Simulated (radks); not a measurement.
**Nuclear size and the levels of Fe**

One table from this session's results is given with a row withheld; the runs are named, their logs left out.

Method: Dirac Kohn-Sham, relativistic LDA (MacDonald-Vosko exchange, VWN5 correlation), spin-unpolarised, spherical densities, finite nucleus; open shells are shared between the two j in proportion to 2j + 1. Code: radks (a radial shooting solver on a logarithmic mesh, Libxc functionals) version 1.

**What is computed**

```
element            : iron (Z = 26)
charge             : 0
electrons          : 26
configuration      : [Ar] 3d6 4s2
nuclear rms radius : 3.7377 fm
```

The outer shells:

Fe
```
[Ar] core
3d [↑↓][↑ ][↑ ][↑ ][↑ ]
4s [↑↓]
```

Set-up of the first run:

Settings of this run:

```text
Z 26
configuration [Ar] 3d6 4s2 4p0 5s0
relativity Dirac
functional lda_x_rel,vwn5
spin unpolarised
j_filling average
nucleus finite rms 3.7377 fm
c 137.035999084
```

Among the steps run: rms radius 3.7377 fm.

One of the session's tables, all rows but one given; the rest of the session is left out.

It belongs to the step «rms radius 3.7377 fm». From the orbitals of this run (lengths in bohr):

| level | <r> | outermost maximum (interpolated) | 90 % within | nodes |
| --- | --- | --- | --- | --- |
| 3p1/2 | 0.8527 | 0.708 | 1.32 | 1 |
| 3p3/2 | 0.8623 | 0.715 | 1.33 | 1 |
| 3d3/2 | 1.136 | 0.706 | 2.01 | 0 |
| 3d5/2 | 1.143 | 0.708 | 2.02 | 0 |
| 4s1/2 | 2.967 | 2.39 | 4.54 | 3 |
| 4p1/2 | ? | ? | ? | ? |
| 4p3/2 | 4.349 | 3.31 | 6.91 | 2 |
| 5s1/2 | 17.54 | 9.77 | 31.7 | 4 |

Estimate the missing values for 4p1/2.

**Answer.** <r>: 4.295; outermost maximum (interpolated): 3.27; 90 % within: 6.83; nodes: 2. In the column «<r>» it lies between 4s1/2 (2.967) and 4p3/2 (4.349).
